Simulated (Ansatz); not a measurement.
# H4OSiTe (SMILES [SiH3]O[TeH]): functionals against CCSD(T) at one geometry

One table from this session's results is given with a row withheld; the runs are named, their logs left out.

Method: single points in def2-TZVPP; program: Ansatz 0.2.0, Gaussian basis.

Cores are frozen in the correlated methods. Filled d shells of the heavier atoms are correlated. Core potentials replace the inner electrons past krypton, and spin-orbit coupling is left out.

### Starting geometry

7 atoms, charge 0, spin multiplicity 1.

Atoms are counted from 1 here; the program's logs count them from 0.

Bond lengths: Si1–O2 1.675 Å, Si1–H4 1.579 Å, Si1–H5 1.364 Å, Si1–H6 1.332 Å, O2–Te3 1.776 Å, Te3–H7 1.809 Å. Angles: O2–Si1–H4 101.4°, O2–Si1–H5 116.8°, O2–Si1–H6 105.5°, H4–Si1–H5 112.5°, H4–Si1–H6 108.8°, H5–Si1–H6 111.1°, Si1–O2–Te3 137.9°, O2–Te3–H7 94.1°.

Coordinates:

```
atom     x (Å)     y (Å)     z (Å)
 Si1  -0.79520   0.46740  -0.28800
  O2   0.19970  -0.87880  -0.33240
 Te3   1.92400  -1.24870  -0.12640
  H4  -2.21700  -0.18970  -0.48590
  H5  -0.54260   1.44920  -1.20030
  H6  -0.70650   0.93470   0.95660
  H7   1.88050  -1.06770   1.67270
```

The first run:

run/in.yaml

```yaml
crystal:
  periodic: [false, false, false]
  atoms:
    - {symbol: Si, position_ang: [-0.795200, 0.467400, -0.288000]}
    - {symbol: O, position_ang: [0.199700, -0.878800, -0.332400]}
    - {symbol: Te, position_ang: [1.924000, -1.248700, -0.126400]}
    - {symbol: H, position_ang: [-2.217000, -0.189700, -0.485900]}
    - {symbol: H, position_ang: [-0.542600, 1.449200, -1.200300]}
    - {symbol: H, position_ang: [-0.706500, 0.934700, 0.956600]}
    - {symbol: H, position_ang: [1.880500, -1.067700, 1.672700]}
basis:
  gaussian: {orbitals: def2-TZVPP}
correlation: {method: ccsd_t}
output: {forces: true}
```

The command line of these runs was not kept.

Among the steps run: CCSD(T)/def2-TZVPP; PBE0-D4/def2-TZVPP; wB97M-V/def2-TZVPP; r2SCAN-D4/def2-TZVPP; PBE-D4/def2-TZVPP; BLYP-D4/def2-TZVPP; r2SCAN0-D4/def2-TZVPP.

One of the session's tables, all rows but one given; the rest of the session is left out.

| method | RMS force component (eV/Å) | angle to CCSD(T) forces (°) | dipole (D) |
| --- | --- | --- | --- |
| CCSD(T) | 2.498 | reference | 1.06 |
| PBE0-D4 | ? | ? | ? |
| wB97M-V | 2.484 | 0.9 | 1.08 |
| r2SCAN-D4 | 2.506 | 1.4 | 1.04 |
| PBE-D4 | 2.554 | 4.7 | 1.01 |
| BLYP-D4 | 2.608 | 6.3 | 1.04 |
| r2SCAN0-D4 | 2.463 | 2.7 | 1.08 |

**Question.** Estimate the row for PBE0-D4.

The run gave: RMS force component (eV/Å): 2.481; angle to CCSD(T) forces (°): 1.5; dipole (D): 1.06. In the column «RMS force component (eV/Å)» it lies between r2SCAN0-D4 (2.463) and wB97M-V (2.484).
